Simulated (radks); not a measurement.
# Nuclear size and the levels of Pd²⁺

Aim: how the total energy, the levels and the density at the nucleus of Pd²⁺ respond when the nuclear radius is scaled.

The numbers are computed with radks (a radial shooting solver on a logarithmic mesh, Libxc functionals) version 1 (Dirac Kohn-Sham, BLYP, spin-unpolarised, spherical densities, finite nucleus; open shells are shared between the two j in proportion to 2j + 1), except any that are marked as measured or tabulated.

**1. What is computed**

```
element            : palladium (Z = 46)
charge             : +2
electrons          : 44
configuration      : [Kr] 4d8
nuclear rms radius : 4.5318 fm
```

Outer shells as boxes (Hund's rule):

Pd²⁺
```
[Kr] core
4d [↑↓][↑↓][↑↓][↑ ][↑ ]
```

**2. rms radius 4.5318 fm**

The run's settings:

```text
Z 46
configuration [Kr] 4d8 5s0 5p0
relativity Dirac
functional b88,lyp
spin unpolarised
j_filling average
nucleus finite rms 4.5318 fm
c 137.035999084
```

Run with:

```sh
> python run_ks.py task.json out
```

This one command runs every case of the session in turn.

**3. rms radius 4.0288 fm**

Input: that of step 2 with these lines changed.

```diff
@@ -6,3 +6,3 @@
 j_filling average
-nucleus finite rms 4.5318 fm
+nucleus finite rms 4.0288 fm
 c 137.035999084
```

**4. rms radius 4.1194 fm**

Input: that of step 3 with these lines changed.

```diff
@@ -6,3 +6,3 @@
 j_filling average
-nucleus finite rms 4.0288 fm
+nucleus finite rms 4.1194 fm
 c 137.035999084
```

**5. rms radius 4.8128 fm**

Input: that of step 4 with these lines changed.

```diff
@@ -6,3 +6,3 @@
 j_filling average
-nucleus finite rms 4.1194 fm
+nucleus finite rms 4.8128 fm
 c 137.035999084
```

**6. rms radius 5.1119 fm**

Input: that of step 5 with these lines changed.

```diff
@@ -6,3 +6,3 @@
 j_filling average
-nucleus finite rms 4.8128 fm
+nucleus finite rms 5.1119 fm
 c 137.035999084
```

Before running it: what results should come out? Wanted: for each run, rms radius; total energy shift; density at nucleus; 1s1/2 shift; 2s1/2 shift; 3p1/2 shift; 4s1/2 shift; 5s1/2 shift.

As calculated:

| rms radius (fm) | total energy shift (eV) | density at nucleus (e/bohr³) | 1s1/2 shift (meV) | 2s1/2 shift (meV) | 3p1/2 shift (meV) | 4s1/2 shift (meV) | 5s1/2 shift (meV) |
| --- | --- | --- | --- | --- | --- | --- | --- |
| 4.0288 | -0.526 | 1.349e+05 | -221 | -24.6 | 0.268 | -0.856 | -0.104 |
| 4.1194 | -0.435 | 1.345e+05 | -183 | -20.3 | 0.222 | -0.708 | -0.0859 |
| 4.5318 | 0 | 1.328e+05 | 0 | 0 | 0 | 0 | 0 |
| 4.8128 | 0.317 | 1.318e+05 | 134 | 14.8 | -0.162 | 0.516 | 0.0626 |
| 5.1119 | 0.673 | 1.308e+05 | 283 | 31.4 | -0.343 | 1.10 | 0.133 |

Shifts are against the first run. Over the range the 1s1/2 level moves by 0.505 eV and the 5s1/2 level by 0.237 meV. A larger nucleus binds the 1s electrons less and lowers the density at its centre. These are shifts of eigenvalues, not the field shifts of spectral lines.
